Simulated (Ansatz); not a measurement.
# LiAs (triplet): wave-function methods side by side at distance As1–Li2 = 5.285 Å, cc-pVDZ

Aim: climb from Hartree-Fock through coupled cluster and multireference methods for LiAs (triplet) at one geometry and basis, and see what each rung misses.

Program: Ansatz 0.2.0, Gaussian basis. Level of theory: cc-pVDZ, core rule «outside noble gas», up to 15 orbitals frozen. These are calculated values, not measurements.

Plan: UHF; CCSD(T) on ROHF; CCSD(T) on UHF; BCCD(T) on ROHF; CISD; CCSDT(Q) on UHF; CASSCF and MRCISD+Q, 4 electrons in 4 orbitals; CASSCF and NEVPT2, 4 electrons in 4 orbitals; Full CI.

70 further runs of the same task are left out: 47 for a known fault of the program, 1 for a mislabelled method, 18 that didn't finish, 4 set aside as unsound or not needed.

## 1. What is computed

The geometry derives from a PBE0/def2-TZVP stationary point (not a proven minimum). One bond is set to the value named and the two fragments are kept rigid. No spin-orbit coupling is included. The filled d shell of As may be among the frozen orbitals whatever the setting's name suggests; the logs give the count.

2 atoms, charge 0, spin multiplicity 3.

Atoms are counted from 1 here; the program's logs count them from 0.

No contacts short enough for the rule that draws bonds.

As a file:

```xyz
2
AsLi
As    0.0000    0.0000    0.0000
Li    0.0000    0.0000    5.2850
```

## 2. UHF

File in.yaml:

```yaml
crystal:
  periodic: [false, false, false]
  atoms:
    - {symbol: As, position_ang: [0.000000, 0.000000, 0.000000]}
    - {symbol: Li, position_ang: [0.000000, 0.000000, 5.285000]}
basis:
  gaussian: {orbitals: cc-pVDZ}
magnetization: {spin_polarized: true, initial_magnetization: 2}
hamiltonian: {xc: hf}
output: {orbitals: {seedname: orbitals}}
```

Run with:

```
$ ansatz run in.yaml --threads 1 --pin off --events-out ev --progress --plain --max-ram 2393MiB
```

The runs that follow: CCSD(T) on ROHF; CCSD(T) on UHF; BCCD(T) on ROHF; CISD; CCSDT(Q) on UHF; CASSCF and MRCISD+Q, 4 electrons in 4 orbitals; CASSCF and NEVPT2, 4 electrons in 4 orbitals; Full CI.

Q: Predict the results of all the runs planned. Wanted: FCI below the RHF energy; RMP2 from FCI; UMP2 from FCI; RCCSD from FCI; RCCSD(T) from FCI; UCCSD(T) from FCI; UCCSDT(Q) from FCI; NEVPT2 pair from FCI; MRCISD+Q pair from FCI.

As calculated:

| quantity | value |
| --- | --- |
| FCI below the RHF energy | -4.2605 eV |
| RMP2 from FCI | +1684.5 meV |
| UMP2 from FCI | +421.1 meV |
| RCCSD from FCI | +54.3 meV |
| RCCSD(T) from FCI | +11.6 meV |
| UCCSD(T) from FCI | -3.6 meV |
| UCCSDT(Q) from FCI | -12.5 meV |
| NEVPT2 pair from FCI | +395.4 meV |
| MRCISD+Q pair from FCI | -44.6 meV |
| levels within 1 kcal/mol (43 meV) | UCCSD, RCCSD(T), UCCSD(T), BCCD(T), UCCSDT, UCCSDT(Q) |
| T1 diagnostic | 0.422 |
| effectively unpaired electrons | 3.93 |

RCCSD(T) misses by +11.6 meV, 0.3 % of the correlation energy. UCCSD(T), UCCSDT, UCCSDT(Q), MRCISD+Q pair fall below full CI: unrestricted runs freeze a spin-polarised core, another one than full CI's, and coupled cluster isn't variational. The occupations show strong static correlation (3.9 unpaired electrons where one determinant has 2). Coupled cluster on one determinant still stays close here. Of the multireference levels listed MRCISD+Q pair comes nearest in total energy (-44.6 meV), which doesn't show that its space is the better one. These misses are within one basis, not against nature; the frozen cores of restricted and unrestricted runs differ, which can shift their rows.
